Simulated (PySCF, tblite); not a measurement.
# C6H10OSi: geometry, infrared bands and NMR shifts

Wanted: the infrared bands and NMR shifts of C6H10OSi (`CC#C[C@H]1CO[SiH2]C1`), by calculation.

Computed with tblite 0.8.0 and PySCF 2.14.0, with density-fitted response routines of our own, on a single molecule in the gas phase. Atoms are numbered from 0 throughout.

## (1) The molecule as given

18 atoms, charge 0, multiplicity 1; geometry from: force field or distance geometry start.

Bonds of the start (Å): C0–C1 1.49, C1–C2 1.18, C2–C3 1.47, C3–C4 1.51, C4–O5 1.42, O5–Si6 1.73, Si6–C7 1.90, C7–C3 1.54, C0–H8 1.12, C0–H9 1.12, C0–H10 1.09, C3–H11 1.11, C4–H12 1.11, C4–H13 1.12, Si6–H14 1.48, Si6–H15 1.46, C7–H16 1.10, C7–H17 1.07.

## (2) Optimising the geometry with GFN2-xTB

Job settings and geometry (Å):

```
{"job": {"kind": "relax", "xc": "GFN2-xTB", "basis": "xTB"}, "charge": 0, "multiplicity": 1}
C      3.641600    -0.428400    -0.009900
C      2.200800    -0.201900    -0.291600
C      1.046500    -0.030100    -0.491800
C     -0.374100     0.218400    -0.777500
C     -1.125300    -1.084600    -0.834400
O     -2.484100    -0.791500    -1.114500
Si    -2.827100     0.679300    -0.277600
C     -1.064100     0.978500     0.366000
H      4.061200     0.448400     0.543500
H      4.204300    -0.537900    -0.968200
H      3.742200    -1.317000     0.616100
H     -0.535600     0.786200    -1.719900
H     -1.026300    -1.597500     0.147400
H     -0.795100    -1.759000    -1.665100
H     -3.190300     1.701100    -1.283200
H     -3.801700     0.536100     0.799600
H     -0.870600     0.384800     1.275800
H     -0.811100     2.021600     0.408700
```

Launch:

```console
OMP_NUM_THREADS=1 python probes_run.py task.json out
```

The driver reads the jobs from task.json and runs them one after another.

**Question.** This job is followed by: GFN2-xTB harmonic vibrations, gas phase; GIAO PBE0/pcSseg-1 NMR shielding, non-relativistic, gas phase. Predict these results of the whole session: strongest single infrared mode (GFN2-xTB); zero-point energy (GFN2-xTB); ¹³C shifts against TMS (PBE0/pcSseg-1); ¹H shifts against TMS (PBE0/pcSseg-1, means over atoms taken as alike); ¹⁷O shifts against H2O (PBE0/pcSseg-1); ²⁹Si shifts against TMS (PBE0/pcSseg-1).

**Answer**, as computed:

| quantity | value |
| --- | --- |
| strongest single infrared mode (GFN2-xTB) | 2283 cm⁻¹, 476 km/mol |
| zero-point energy (GFN2-xTB) | 87.7 kcal/mol |
| ¹³C shifts against TMS (PBE0/pcSseg-1) | 86.1, 85.1, 77.2, 31.9, 22.0, 4.8 ppm |
| ¹H shifts against TMS (PBE0/pcSseg-1, means over atoms taken as alike) | 5.08, 4.97, 4.47, 3.68, 2.74, 1.99, 1.39, 1.21 ppm |
| ¹⁷O shifts against H2O (PBE0/pcSseg-1) | 32.9 ppm |
| ²⁹Si shifts against TMS (PBE0/pcSseg-1) | 0.5 ppm |

The optimisation took 64 steps and gained 0.466 eV; among the close pairs (by a distance rule), O5–Si6 changed most, from 1.727 to 1.636 Å. The lowest mode is imaginary (21i cm⁻¹), so the xTB geometry is not a minimum. The strongest single mode, at 2283 cm⁻¹, moves mainly H14 and H15. GFN2-xTB is a fitted tight-binding method: band positions and strengths are rough. Its intensities can rank the bands wrongly. At PBE0/pcSseg-1: The largest span, 273 ppm, is at C2, where the paramagnetic term is -157 ppm.
